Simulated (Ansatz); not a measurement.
# BiB (triplet): geometry and frequencies at several levels

An exercise on one series of results from a longer session: the logs are not shown, and one member is left open.

Program: Ansatz 0.2.0. Level of theory: the levels named in each step. These are calculated values, not measurements.

## The system as given

Bond lengths: B1–Bi2 2.085 Å.

Structure file:

```xyz
2

B     0.0000    0.0000    0.0000
Bi    0.0000    0.0000    2.0847
```

Set-up of the first run:

File input.yaml:

```yaml
crystal:
  periodic: [false, false, false]
  atoms:
    - { symbol: B, position_ang: [0.0, 0.0, -0.03842509] }
    - { symbol: Bi, position_ang: [0.0, 0.0, 2.12312509] }
magnetization:
  spin_polarized: true
  initial_magnetization: 2
basis:
  gaussian: { orbitals: def2-TZVPP }
hamiltonian:
  xc: pbe0
  dispersion: d4
relax:
  f_tol: 0.002
  max_steps: 150
```

Command:

```sh
ansatz run input.yaml --threads 2 --pin off --max-ram 5120MiB --backend cpu --events-out ev --progress --plain --runs-dir out
```

Among the steps run: Relaxation, PBE0-D4/def2-TZVPP; Frequencies, PBE0-D4/def2-TZVPP; Relaxation, PBE-D4/def2-TZVPP; Frequencies, PBE-D4/def2-TZVPP; Relaxation, r2SCAN-D4/def2-TZVPP; Frequencies, r2SCAN-D4/def2-TZVPP; Relaxation, B3LYP-D4/def2-TZVPP; Frequencies, B3LYP-D4/def2-TZVPP; Relaxation, B2PLYP/def2-TZVPP.

One of the session's tables, all rows but one given; the rest of the session is left out.

It belongs to the step «Geometries side by side». 

```
               level  B1–Bi2 (Å)  rotational constants (MHz)  dipole (D)  highest frequency (cm⁻¹)
  PBE0-D4/def2-TZVPP      2.1306                       10645        1.19                       632
   PBE-D4/def2-TZVPP           ?                           ?           ?                         ?
r2SCAN-D4/def2-TZVPP      2.1380                       10571        1.10                       625
 B3LYP-D4/def2-TZVPP      2.1503                       10451        1.18                       605
   B2PLYP/def2-TZVPP      2.1435                       10518        1.23                         -
```

**Question.** Estimate the row for PBE-D4/def2-TZVPP.

The run gave: B1–Bi2 (Å): 2.1524; rotational constants (MHz): 10431; dipole (D): 1.36; highest frequency (cm⁻¹): 607. In the column «B1–Bi2 (Å)» it is the highest.
